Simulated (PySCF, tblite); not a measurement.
# C4H10NO2Si radical: geometry, infrared bands and EPR parameters

Wanted: the infrared bands and EPR parameters of C4H10NO2Si radical (`O[CH]OC/C=N\C[SiH3]`), by calculation.

Computed with tblite 0.8.0 and PySCF 2.14.0, with density-fitted response routines of our own, on a single molecule in the gas phase. Atoms count from 0, in the outputs and in this text.

## 1. Starting geometry

18 atoms, charge 0, multiplicity 2; geometry from: force field or distance geometry start.

Bonds of the start (Å): O0–C1 1.37, C1–O2 1.41, O2–C3 1.41, C3–C4 1.49, C4–N5 1.30, N5–C6 1.45, C6–Si7 1.89, O0–H8 0.99, C1–H9 1.12, C3–H10 1.09, C3–H11 1.13, C4–H12 1.10, C6–H13 1.10, C6–H14 1.11, Si7–H15 1.48, Si7–H16 1.46, Si7–H17 1.47.

## 2. Geometry optimisation with GFN2-xTB

The job: settings as JSON, then the geometry in Å.

```
{"job": {"kind": "relax", "xc": "GFN2-xTB", "basis": "xTB"}, "charge": 0, "multiplicity": 2}
O     -2.364800     1.418600    -0.136800
C     -3.033400     0.322800     0.341100
O     -2.393600    -0.877700    -0.010300
C     -1.102100    -0.661800    -0.525300
C     -0.339000    -0.018400     0.579200
N      0.957900    -0.019200     0.606900
C      1.600000    -0.706000    -0.500900
Si     3.140100     0.328800    -0.873300
H     -2.954500     1.913400    -0.760800
H     -4.045700     0.247400    -0.131000
H     -1.198100    -0.044300    -1.420300
H     -0.747900    -1.708300    -0.746300
H     -0.869000     0.495900     1.399300
H      1.933600    -1.712600    -0.214900
H      0.935600    -0.738600    -1.387900
H      3.880600     0.407300     0.403600
H      2.673800     1.666300    -1.212200
H      3.917800    -0.307300    -1.951100
```

Run with:

```console
$ OMP_NUM_THREADS=1 python probes_run.py task.json out
```

The driver reads the jobs from task.json and runs them one after another.

Log:

```text
step      E/eV     max force
  0    -715.75387    3.554
  1    -715.97348    3.312
  2    -716.09886    0.871
  3    -716.17400    0.781
  4    -716.24254    0.537
  5    -716.27598    0.482
  6    -716.32268    0.476
  7    -716.36240    0.500
  8    -716.38968    0.275
  9    -716.40372    0.274
 10    -716.41683    0.327
 11    -716.43302    0.424
 12    -716.44985    0.380
 13    -716.46333    0.247
 14    -716.47214    0.242
 15    -716.47857    0.215
 16    -716.48485    0.232
 17    -716.49049    0.173
 18    -716.49508    0.195
 19    -716.49894    0.148
 20    -716.50262    0.138
 21    -716.50618    0.144
 22    -716.50936    0.151
 23    -716.51202    0.139
 24    -716.51450    0.146
 25    -716.51735    0.148
 26    -716.52100    0.158
 27    -716.52529    0.182
 28    -716.52963    0.178
 29    -716.53409    0.203
 30    -716.53904    0.222
 31    -716.54461    0.188
 32    -716.54983    0.438
 33    -716.55373    0.272
 34    -716.56099    0.469
 35    -716.56764    0.228
 36    -716.57228    0.331
 37    -716.57829    0.279
 38    -716.58099    0.096
 39    -716.58231    0.371
 40    -716.58495    0.132
 41    -716.58693    0.173
 42    -716.59171    0.280
 43    -716.59377    0.143
 44    -716.59519    0.110
 45    -716.59765    0.191
 46    -716.59865    0.099
 47    -716.60011    0.072
 48    -716.60122    0.062
 49    -716.60164    0.054
 50    -716.60201    0.051
 51    -716.60256    0.053
 52    -716.60311    0.052
 53    -716.60366    0.055
 54    -716.60416    0.052
 55    -716.60457    0.046
 56    -716.60492    0.048
 57    -716.60533    0.052
 58    -716.60589    0.054
 59    -716.60659    0.052
 60    -716.60734    0.048
 61    -716.60812    0.074
 62    -716.60905    0.114
 63    -716.61036    0.149
 64    -716.61227    0.180
 65    -716.61499    0.175
 66    -716.61829    0.148
 67    -716.62125    0.144
 68    -716.62382    0.104
 69    -716.62562    0.081
 70    -716.62692    0.085
 71    -716.62808    0.085
 72    -716.62892    0.053
 73    -716.62945    0.075
 74    -716.62987    0.065
 75    -716.63028    0.066
 76    -716.63072    0.066
 77    -716.63162    0.096
 78    -716.63269    0.116
 79    -716.63371    0.100
 80    -716.63518    0.087
 81    -716.63660    0.096
 82    -716.63772    0.094
 83    -716.63850    0.093
 84    -716.63910    0.067
 85    -716.63960    0.064
 86    -716.64014    0.061
 87    -716.64102    0.076
 88    -716.64218    0.083
 89    -716.64335    0.094
 90    -716.64425    0.121
 91    -716.64539    0.140
 92    -716.64641    0.116
 93    -716.64787    0.079
 94    -716.64873    0.077
 95    -716.64957    0.090
 96    -716.65058    0.093
 97    -716.65156    0.075
 98    -716.65249    0.086
 99    -716.65315    0.093
100    -716.65351    0.067
101    -716.65378    0.049
102    -716.65399    0.031
103    -716.65417    0.053
104    -716.65433    0.068
105    -716.65457    0.067
106    -716.65476    0.048
107    -716.65494    0.033
108    -716.65508    0.031
109    -716.65524    0.028
110    -716.65543    0.028
111    -716.65564    0.038
112    -716.65587    0.049
113    -716.65611    0.049
114    -716.65633    0.042
115    -716.65656    0.038
116    -716.65684    0.046
117    -716.65721    0.050
118    -716.65762    0.041
119    -716.65798    0.052
120    -716.65821    0.029
121    -716.65836    0.056
122    -716.65850    0.025
123    -716.65871    0.027
124    -716.65901    0.030
125    -716.65933    0.046
126    -716.65958    0.047
127    -716.65987    0.030
128    -716.66004    0.020
129    -716.66012    0.021
130    -716.66024    0.021
131    -716.66037    0.030
132    -716.66057    0.053
133    -716.66077    0.065
134    -716.66100    0.059
135    -716.66127    0.038
136    -716.66162    0.038
137    -716.66201    0.040
138    -716.66238    0.056
139    -716.66271    0.050
140    -716.66298    0.144
141    -716.66340    0.053
142    -716.66379    0.033
143    -716.66408    0.070
144    -716.66436    0.029
145    -716.66456    0.031
146    -716.66474    0.029
147    -716.66488    0.030
148    -716.66506    0.036
149    -716.66530    0.046
150    -716.66564    0.047
151    -716.66595    0.040
152    -716.66616    0.029
153    -716.66625    0.019
154    -716.66629    0.017
155    -716.66631    0.011
156    -716.66635    0.012
157    -716.66639    0.012
158    -716.66642    0.015
159    -716.66645    0.014
160    -716.66648    0.010
161    -716.66652    0.012
162    -716.66655    0.020
163    -716.66658    0.021
164    -716.66663    0.024
165    -716.66669    0.017
166    -716.66681    0.025
167    -716.66695    0.034
168    -716.66711    0.039
169    -716.66729    0.045
170    -716.66750    0.032
171    -716.66771    0.047
172    -716.66792    0.051
173    -716.66815    0.043
174    -716.66842    0.040
175    -716.66875    0.049
176    -716.66919    0.066
177    -716.66965    0.059
178    -716.67016    0.073
179    -716.67061    0.056
180    -716.67108    0.054
181    -716.67128    0.058
182    -716.67152    0.037
183    -716.67167    0.023
184    -716.67174    0.017
185    -716.67180    0.014
186    -716.67184    0.011
187    -716.67186    0.016
188    -716.67187    0.008
```

Run time: 1.1 s. Hardware: 1 thread of Arm Neoverse V2, shared host.

Step by step: (not every step is listed)

| step | energy from step 0 (eV) | largest force (eV/Å) |
| --- | --- | --- |
| 0 | 0.0000 | 3.5544 |
| 1 | -0.2196 | 3.3124 |
| 2 | -0.3450 | 0.8713 |
| 3 | -0.4201 | 0.7810 |
| 4 | -0.4887 | 0.5374 |
| 5 | -0.5221 | 0.4822 |
| 6 | -0.5688 | 0.4758 |
| 7 | -0.6085 | 0.4997 |
| 8 | -0.6358 | 0.2755 |
| 25 | -0.7635 | 0.1480 |
| 42 | -0.8378 | 0.2796 |
| 59 | -0.8527 | 0.0523 |
| 76 | -0.8768 | 0.0662 |
| 93 | -0.8940 | 0.0794 |
| 110 | -0.9016 | 0.0285 |
| 127 | -0.9060 | 0.0297 |
| 144 | -0.9105 | 0.0293 |
| 161 | -0.9126 | 0.0117 |
| 178 | -0.9163 | 0.0732 |
| 183 | -0.9178 | 0.0234 |
| 184 | -0.9179 | 0.0174 |
| 185 | -0.9179 | 0.0145 |
| 186 | -0.9180 | 0.0112 |
| 187 | -0.9180 | 0.0164 |
| 188 | -0.9180 | 0.0082 |

Close pairs (by a distance rule), those that changed most:

| bond | before (Å) | after (Å) | change (Å) |
| --- | --- | --- | --- |
| C4–N5 | 1.297 | 1.254 | -0.043 |
| C1–O2 | 1.405 | 1.365 | -0.040 |
| C1–H9 | 1.120 | 1.084 | -0.036 |
| N5–C6 | 1.453 | 1.421 | -0.032 |
| C3–H11 | 1.127 | 1.096 | -0.031 |
| O0–H8 | 0.991 | 0.960 | -0.030 |
| C6–Si7 | 1.892 | 1.918 | +0.025 |
| C3–C4 | 1.489 | 1.513 | +0.024 |

The end geometry stands in the next job.

## 3. Infrared spectrum with GFN2-xTB

The job: settings as JSON, then the geometry in Å.

```
{"job": {"kind": "ir", "xc": "GFN2-xTB", "basis": "xTB"}, "charge": 0, "multiplicity": 2}
O     -1.955919     1.685826    -0.537806
C     -2.787808     0.700339    -0.021554
O     -2.478828    -0.584588    -0.364752
C     -1.113100    -0.854522    -0.571598
C     -0.288247    -0.646788     0.679372
N      0.955940    -0.733178     0.810160
C      1.834571    -1.017063    -0.270036
Si     2.519410     0.644477    -0.939023
H     -2.294604     2.542561    -0.266229
H     -3.855995     0.871066    -0.088914
H     -0.717618    -0.223962    -1.380380
H     -1.067709    -1.903830    -0.884088
H     -0.862177    -0.395494     1.564891
H      2.664789    -1.597271     0.138156
H      1.376510    -1.595912    -1.081379
H      3.064473     1.412647     0.175960
H      1.436697     1.385103    -1.587620
H      3.560856     0.316905    -1.916336
```

Log:

```text
mode    cm-1     km/mol
  1      19.9      0.16
  2      48.2      0.37
  3      74.5      0.77
  4     101.7      0.53
  5     135.5     12.05
  6     174.3      0.36
  7     231.4      5.75
  8     247.4     97.18
  9     255.4     66.77
 10     385.4     13.27
 11     452.7     10.98
 12     514.5     29.59
 13     534.6      2.70
 14     550.7     56.29
 15     604.1     18.88
 16     691.8     17.45
 17     758.3    160.10
 18     774.4     78.91
 19     782.7    159.77
 20     787.0    341.63
 21     809.6      0.16
 22     827.3     88.03
 23     956.8     21.67
 24     993.4      6.71
 25    1005.6     16.69
 26    1049.1     67.03
 27    1090.2      3.52
 28    1165.6    207.60
 29    1184.1     16.18
 30    1204.0     13.21
 31    1211.0     35.94
 32    1225.6     55.22
 33    1266.6     17.31
 34    1309.3     64.21
 35    1324.5     67.67
 36    1419.7      7.45
 37    1470.6      9.20
 38    1737.9     82.27
 39    2252.9    330.46
 40    2269.8    254.92
 41    2304.3    257.05
 42    2878.3     32.70
 43    2885.6     59.25
 44    2933.4     13.04
 45    2961.2     41.45
 46    2995.0     69.78
 47    3023.7     22.86
 48    3592.8     39.17
```

It took 0.52 s on 1 thread of Arm Neoverse V2, shared host.

The strongest bands and the atoms that carry them (share of the mass-weighted mode):

| cm⁻¹ | km/mol | atoms |
| --- | --- | --- |
| 247 | 97.2 | H8 40 %, O0 18 %, C3 15 % |
| 758 | 160.1 | H17 48 %, H15 32 % |
| 783 | 159.8 | H16 50 %, H15 37 % |
| 787 | 341.6 | H16 28 %, H17 21 %, H15 17 %, Si7 11 % |
| 1166 | 207.6 | C1 36 %, O0 33 %, H8 11 % |
| 2253 | 330.5 | H17 97 % |
| 2270 | 254.9 | H16 96 % |
| 2304 | 257.1 | H15 97 % |

## 4. g tensor and hyperfine couplings: B3LYP/pcH-1

Same as in step 3 but for these lines:

```diff
@@ -1,2 +1,2 @@
-{"job": {"kind": "ir", "xc": "GFN2-xTB", "basis": "xTB"}, "charge": 0, "multiplicity": 2}
+{"job": {"kind": "epr", "basis": "pcH-1"}, "charge": 0, "multiplicity": 2}
 O     -1.955919     1.685826    -0.537806
```

Level: UKS B3LYP, pcH-1 on C H N O Si, non-relativistic, mean-field spin-orbit, GIAO.

Log:

```text
UKS, coarse grid
  cycle   1  E = -652.93548029  |g| = 5.99e-01
  cycle   2  E = -652.75505144  |g| = 9.25e-01
  cycle   3  E = -653.05772307  |g| = 1.06e-01
  cycle   4  E = -653.06059561  |g| = 6.83e-02
  cycle   5  E = -653.06247072  |g| = 1.63e-02
  cycle   6  E = -653.06257950  |g| = 5.25e-03
  cycle   7  E = -653.06259330  |g| = 9.25e-04
  cycle   8  E = -653.06259367  |g| = 5.98e-04
UKS, final grid
  cycle   1  E = -653.06254262  |g| = 8.94e-04
  cycle   2  E = -653.06254208  |g| = 1.53e-03
  cycle   3  E = -653.06254293  |g| = 1.41e-04
  cycle   4  E = -653.06254293  |g| = 3.08e-05
  cycle   5  E = -653.06254294  |g| = 3.06e-05
  cycle   6  E = -653.06254294  |g| = 7.37e-06
E = -653.06254294 Eh   <S^2> = 0.7527 (exact 0.7500)
g shifts (ppm)      1          2          3
  rmc          -229       -229       -229
  gc             -9         56         62
  oz_so         -45       1578       2276
  total        -283       1405       2109
hyperfine (MHz)  atom isotope    a_iso     a_fc   dipolar eigenvalues
    0   17O     -22.94     -22.96    -56.59     27.18     29.41
    1   13C     283.98     283.96    -71.25    -70.35    141.60
    2   17O     -17.89     -17.91    -55.88     26.39     29.49
    3   13C      -3.17      -3.18     -1.48     -0.87      2.35
    4   13C      -0.36      -0.36     -2.42     -0.29      2.71
    5   14N       0.57       0.57     -0.66     -0.14      0.80
    6   13C       1.40       1.40     -0.37     -0.12      0.49
    7  29Si      -0.13      -0.13     -0.21      0.07      0.14
    8    1H      -9.14      -9.18    -13.28     -8.40     21.68
    9    1H      34.42      34.39    -29.47     -5.08     34.55
   10    1H      14.46      14.46     -3.65     -2.57      6.22
   11    1H      -1.55      -1.56     -2.80     -2.48      5.28
   12    1H       2.41       2.41     -4.88     -3.18      8.07
   13    1H       0.53       0.53     -0.50     -0.47      0.97
   14    1H      -0.20      -0.20     -0.75     -0.62      1.37
   15    1H      -0.01      -0.01     -0.41     -0.39      0.80
   16    1H      -0.02      -0.02     -0.87     -0.79      1.66
   17    1H       0.17       0.17     -0.29     -0.27      0.56
```

It took 1.7 min on 1 thread of Arm Neoverse V2, shared host; peak memory 1.1 GiB.

Principal g values 2.00204, 2.00372, 2.00443; g(iso) = 2.00340, against 2.00232 for a free electron.

Mean a(iso) over the nuclei that a row names, and the largest dipolar term of the row (other rows stand at the frozen geometry):

| nuclei | isotope | a(iso) (MHz) | a(iso) (G, at g = 2.0023) | largest dipolar term (MHz) |
| --- | --- | --- | --- | --- |
| C1 | 13C | 284.0 | 101.3 | 141.6 |
| H9 | 1H | 34.4 | 12.3 | 34.5 |
| O0 | 17O | -22.9 | -8.2 | -56.6 |
| O2 | 17O | -17.9 | -6.4 | -55.9 |
| H8 | 1H | -9.1 | -3.3 | 21.7 |
| H10, H11 | 1H | 6.5 | 2.3 | 6.2 |
| C3 | 13C | -3.2 | -1.1 | 2.3 |
| H12 | 1H | 2.4 | 0.9 | 8.1 |
| C6 | 13C | 1.4 | 0.5 | 0.5 |
| N5 | 14N | 0.6 | 0.2 | 0.8 |
| C4 | 13C | -0.4 | -0.1 | 2.7 |
| H13, H14 | 1H | 0.2 | 0.1 | 1.4 |
| Si7 | 29Si | -0.1 | 0.0 | -0.2 |
| H15, H16, H17 | 1H | 0.0 | 0.0 | 1.7 |

Mulliken spin populations:

O0 0.10; C1 0.80; O2 0.10; C3 -0.01; C4 0.01; N5 0.00; C6 0.00; Si7 0.00; H8 0.00; H9 0.00; H10 0.01; H11 0.00; H12 0.00; H13 0.00; H14 0.00; H15 0.00; H16 0.00; H17 0.00

In first order the couplings over 0.8 MHz of 1H give 24 distinct lines over 21.0 G, if the averaged nuclei exchange fast; the same motion can average rows kept apart here too.

Orbitals, density, ELF and potential are computed afterwards from the orbital file.

ELF in a plane through or near 6 of the atoms.

Ten even steps from '0' (0.00) to '9' (1.00):
```
0000000000000000000000000000
0000000000000000000000000000
0000000000000000000000000000
0000000000000000000000000000
0000000000000013200000000000
0000001321200025401430000000
0000005765740046527872000000
0000003666760064277861000000
0000000253350064174530131000
0000000279830036426748997000
0000355435720012102349999100
0002699577152000277847997000
0001699576399201782721251000
0000367501999701785840000000
0000011115999800245761000000
0000000012598500002551000000
0000000000021000000000000000
0000000000000000000000000000
0000000000000000000000000000
0000000000000000000000000000
```
The map spans 13.1 Å across and 9.5 Å up, centred on the molecule. Atoms in the plane (x, y in Å): O0 (2.2, -1.4), C1 (2.9, -0.3), C6 (-1.9, 0.8), Si7 (-2.4, -1.1), H8 (2.6, -2.2), H9 (3.9, -0.3).

log10 of the density (e/Å³) in the same plane.

Values, 10 rows by 14 columns:
```
-4.0 -4.0 -4.0 -4.0 -4.0 -4.0 -4.0 -4.0 -4.0 -4.0 -4.0 -4.0 -4.0 -4.0
-4.0 -4.0 -4.0 -4.0 -3.7 -3.6 -3.8 -3.3 -3.2 -3.9 -4.0 -4.0 -4.0 -4.0
-4.0 -4.0 -4.0 -2.7 -2.0 -1.9 -2.3 -1.6 -1.6 -2.1 -2.5 -3.9 -4.0 -4.0
-4.0 -4.0 -3.4 -1.7 -0.6 -0.3 -1.2 -0.5 -0.2 -0.1 -0.8 -2.3 -3.7 -4.0
-4.0 -4.0 -2.9 -1.6 -0.2  0.4 -0.8 -0.1  0.3  0.8 -0.2 -1.3 -2.5 -4.0
-4.0 -3.2 -2.1 -0.9 -0.3 -0.3 -1.4 -1.1 -0.9 -0.3  0.2  0.1 -1.7 -3.7
-4.0 -3.0 -1.8 -0.5  1.0 -0.1 -0.9 -2.0 -0.6  1.2 -0.5 -1.3 -2.5 -4.0
-4.0 -3.5 -2.5 -1.6 -1.1 -0.7 -1.2 -2.4 -1.4 -0.4 -1.0 -2.5 -3.8 -4.0
-4.0 -4.0 -3.6 -2.9 -2.5 -2.3 -2.5 -3.3 -3.2 -2.4 -2.7 -3.9 -4.0 -4.0
-4.0 -4.0 -4.0 -4.0 -3.9 -3.8 -4.0 -4.0 -4.0 -4.0 -4.0 -4.0 -4.0 -4.0
```
The map spans 13.1 Å across and 9.5 Å up, centred on the molecule. Atoms in the plane (x, y in Å): O0 (2.2, -1.4), C1 (2.9, -0.3), C6 (-1.9, 0.8), Si7 (-2.4, -1.1), H8 (2.6, -2.2), H9 (3.9, -0.3).

On the surface of density 0.002 e/bohr³ the electrostatic potential runs, from the 1st to the 99th percentile, from -1.71 V near N5 to 2.44 V near H8.

The spin density lies nearest to C1 59 %; O0, O2 about 13 % each; H9 8 %.

## 5. Outcome

| quantity | value |
| --- | --- |
| strongest single infrared mode (GFN2-xTB) | 787 cm⁻¹, 342 km/mol |
| zero-point energy (GFN2-xTB) | 82.2 kcal/mol |
| g(iso) (B3LYP) | 2.00340 |
| ⟨S²⟩ | 0.753 (exact 0.75) |
| largest a(iso) (averaged by class) | 13C on C1, 284.0 MHz |
| potential on the surface of density 0.002 e/bohr³, 1st and 99th percentile | -1.71 V and 2.44 V |

The optimisation took 188 steps and gained 0.918 eV; among the close pairs (by a distance rule), C4–N5 changed most, from 1.297 to 1.254 Å. All 48 modes are real, so the xTB geometry is a minimum. The strongest single mode, at 787 cm⁻¹, is carried by H16, H17, H15, Si7. GFN2-xTB is a fitted tight-binding method: band positions and strengths are rough. Its intensities can rank the bands wrongly. Most of the unpaired spin sits on C1 (0.80 e). The isotropic g lies 1.1 ppt above the free-electron value. These values are for one conformer; the search (at its own cheap level) found 2 more, at 0.99, 1.83 kcal/mol, and measured spectra average over such forms.
